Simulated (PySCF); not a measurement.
# C4H8BNSi: the cost of one run

The runs use PySCF 2.14.0, with density-fitted response routines of our own; the level of theory stands in each step. All values are computed, except where a source is named. Atoms count from 0, in the outputs and in this text.

## Step 1: Starting geometry

15 atoms, charge 0, multiplicity 1; geometry from: GFN2-xTB.

Bonds of the start (Å): B0–N1 1.47, N1–C2 1.15, C2–C3 1.42, C3–Si4 1.94, Si4–C5 1.84, C5–C6 1.20, B0–H7 1.19, B0–H8 1.19, B0–H9 1.19, C3–H10 1.09, C3–H11 1.09, Si4–H12 1.46, Si4–H13 1.47, C6–H14 1.05.

## Step 2: Ultraviolet spectrum: CAM-B3LYP/def2-SVPD

The job: settings as JSON, then the geometry in Å.

```
{"job": {"kind": "uv", "xc": "CAM-B3LYP", "basis": "def2-SVPD", "nstates": 8, "ntriplets": 3}, "charge": 0, "multiplicity": 1}
B     -2.603541     1.436650     0.301911
N     -1.662996     0.310089     0.199569
C     -0.928886    -0.572726     0.119993
C      0.027637    -1.621087     0.065174
Si     1.720304    -1.021870     0.786536
C      2.297939     0.329351    -0.327541
C      2.651383     1.215603    -1.059939
H     -3.073314     1.360904     1.397535
H     -3.413838     1.276433    -0.559973
H     -1.941974     2.419111     0.146128
H      0.155939    -1.937425    -0.971490
H     -0.339662    -2.475435     0.636491
H      1.514545    -0.535594     2.150007
H      2.632030    -2.168144     0.714229
H      2.960020     1.992128    -1.699715
```

Level: TDDFT CAM-B3LYP/def2-SVPD, vertical, gas phase, core orbitals frozen in the response.

Command:

```sh
> OMP_NUM_THREADS=1 python probes_run.py task.json out
```

One launch serves the whole session: the jobs run in the order shown.

**Question.** How long does this job take on 1 thread of Arm Neoverse V2, shared host, and how much memory does it need?

About 42 s, with a peak of 0.94 GiB.
